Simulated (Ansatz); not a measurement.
# C2H7O2V: the cost of one run

The runs use Ansatz 0.2.0, Gaussian basis; the settings change from run to run.

### Step 1. The geometry

An earlier PBE0-D4 in a triple-zeta def2 set relaxation fixed the geometry.

SMILES `[CH3][V]([CH3])(=[O])[OH]`, 12 atoms, charge 0, spin multiplicity 1.

Atoms are counted from 1 here; the program's logs count them from 0.

Bond lengths: C1–V2 2.007 Å, C1–H6 1.092 Å, C1–H7 1.094 Å, C1–H8 1.094 Å, V2–C3 2.007 Å, V2–O4 1.555 Å, V2–O5 1.768 Å, C3–H9 1.094 Å, C3–H10 1.092 Å, C3–H11 1.094 Å, O5–H12 0.963 Å. Angles: V2–C1–H6 110.6°, V2–C1–H7 109.6°, V2–C1–H8 107.5°, H6–C1–H7 110.1°, H6–C1–H8 109.0°, H7–C1–H8 110.0°, C1–V2–C3 108.7°, C1–V2–O4 107.1°, C1–V2–O5 111.2°, C3–V2–O4 107.1°, C3–V2–O5 111.2°, O4–V2–O5 111.3°, V2–C3–H9 109.6°, V2–C3–H10 110.6°, V2–C3–H11 107.5°, H9–C3–H10 110.1°, H9–C3–H11 110.0°, H10–C3–H11 109.0° and more.

Coordinates:

```xyz
12
C2H7O2V
C    -1.6894    0.1547    0.2103
V     0.1601    0.4314   -0.5178
C     1.3048   -1.1266    0.0204
O     0.0500    0.4039   -2.0683
O     0.8488    1.9571    0.0501
H    -2.3691    0.9212   -0.1677
H    -1.6610    0.1835    1.3038
H    -2.0344   -0.8267   -0.1296
H     1.4255   -1.1346    1.1079
H     2.2811   -1.0715   -0.4653
H     0.7949   -2.0382   -0.3063
H     0.9657    2.0904    0.9964
```

### Step 2. BHLYP/def2-SVP

This run has charge -1, multiplicity 2, finite nuclei, D3(BJ) dispersion, high accuracy.

in.yaml

```yaml
crystal:
  periodic: [false, false, false]
  atoms:
    - {symbol: C, position_ang: [-1.689431, 0.154740, 0.210320]}
    - {symbol: V, position_ang: [0.160087, 0.431366, -0.517762]}
    - {symbol: C, position_ang: [1.304805, -1.126573, 0.020420]}
    - {symbol: O, position_ang: [0.049974, 0.403936, -2.068299]}
    - {symbol: O, position_ang: [0.848787, 1.957133, 0.050143]}
    - {symbol: H, position_ang: [-2.369056, 0.921168, -0.167694]}
    - {symbol: H, position_ang: [-1.660972, 0.183509, 1.303788]}
    - {symbol: H, position_ang: [-2.034352, -0.826713, -0.129556]}
    - {symbol: H, position_ang: [1.425526, -1.134583, 1.107918]}
    - {symbol: H, position_ang: [2.281144, -1.071502, -0.465264]}
    - {symbol: H, position_ang: [0.794942, -2.038209, -0.306339]}
    - {symbol: H, position_ang: [0.965746, 2.090429, 0.996429]}
basis:
  gaussian: {orbitals: def2-SVP, nuclear_model: gaussian}
total_charge: -1
magnetization: {spin_polarized: true, initial_magnetization: 1}
hamiltonian: {xc: {name: BHLYP}, dispersion: d3bj}
accuracy: high
output: {forces: true}
```

Command:

```bash
ansatz run in.yaml --threads 4 --pin off --events-out ev --progress --plain --max-ram 11315MiB
```

What time and memory should one allow on 4 threads of Intel Xeon Platinum 8488C, shared host?

About 15 s, with a peak of 0.94 GiB.
